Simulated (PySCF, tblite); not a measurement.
# C₄H₁₀BO₂ radical: geometry, infrared bands and EPR parameters

What infrared bands and EPR parameters should C₄H₁₀BO₂ radical (`C[CH]CCB(O)O`) show?

Computed with tblite 0.8.0 and PySCF 2.14.0, with density-fitted response routines of our own, on a single molecule in the gas phase. Atoms are numbered from 0 throughout.

### Step 1. The molecule as given

17 atoms, charge 0, multiplicity 2; geometry from: force field or distance geometry start.

Bonds of the start (Å): C0–C1 1.53, C1–C2 1.47, C2–C3 1.51, C3–B4 1.60, B4–O5 1.46, B4–O6 1.49, C0–H7 1.09, C0–H8 1.13, C0–H9 1.11, C1–H10 1.10, C2–H11 1.13, C2–H12 1.13, C3–H13 1.12, C3–H14 1.10, O5–H15 1.00, O6–H16 1.00.

### Step 2. Relaxing the molecule with GFN2-xTB

What the job is given:

```
{"job": {"kind": "relax", "xc": "GFN2-xTB", "basis": "xTB"}, "charge": 0, "multiplicity": 2}
C      2.223100     0.399300     0.661200
C      1.822400    -0.734000    -0.285000
C      0.403300    -0.531500    -0.625000
C     -0.558300    -0.524500     0.540400
B     -1.999700    -0.290000    -0.113100
O     -3.194900    -0.250700     0.723600
O     -2.068100     0.575000    -1.327000
H      2.247200     0.122500     1.718600
H      1.500600     1.253600     0.524600
H      3.213600     0.803300     0.360100
H      2.410300    -0.574500    -1.201100
H     -0.009000    -1.323700    -1.315000
H      0.295600     0.472200    -1.129300
H     -0.512800    -1.542300     0.996400
H     -0.333700     0.205600     1.328200
H     -3.778000     0.516000     0.444800
H     -1.668700     1.435600    -1.013500
```

Launch:

```bash
$ OMP_NUM_THREADS=1 python probes_run.py task.json out
```

This one command runs all jobs of the session in turn.

**Question.** This job is followed by: GFN2-xTB harmonic vibrations, gas phase; UKS B3LYP, pcH-1 on B C H O, non-relativistic, mean-field spin-orbit, GIAO. Predict these results of the whole session: strongest single infrared mode (GFN2-xTB); zero-point energy (GFN2-xTB); g(iso) (B3LYP); ⟨S²⟩; largest a(iso) (averaged by class); surface potential, 1st and 99th percentile.

**Answer**, as computed:

| quantity | value |
| --- | --- |
| strongest single infrared mode (GFN2-xTB) | 1242 cm⁻¹, 463 km/mol |
| zero-point energy (GFN2-xTB) | 86.8 kcal/mol |
| g(iso) (B3LYP) | 2.00257 |
| ⟨S²⟩ | 0.754 (exact 0.75) |
| largest a(iso) (averaged by class) | 13C on C1, 104.4 MHz |
| surface potential, 1st and 99th percentile | -1.43 V and 2.19 V |

**Reading.** Relaxing lowered the energy by 2.143 eV in 127 steps; the close pair that moved most is B4–O6, from 1.492 to 1.360 Å. All 45 modes are real, so the xTB geometry is a minimum. The strongest single mode, at 1242 cm⁻¹, moves mainly B4. Unscaled tight-binding wavenumbers are off by several per cent, some by more. Its intensities can rank the bands wrongly. Most of the unpaired spin sits on C1 (1.03 e). The isotropic g lies 0.3 ppt above the free-electron value.
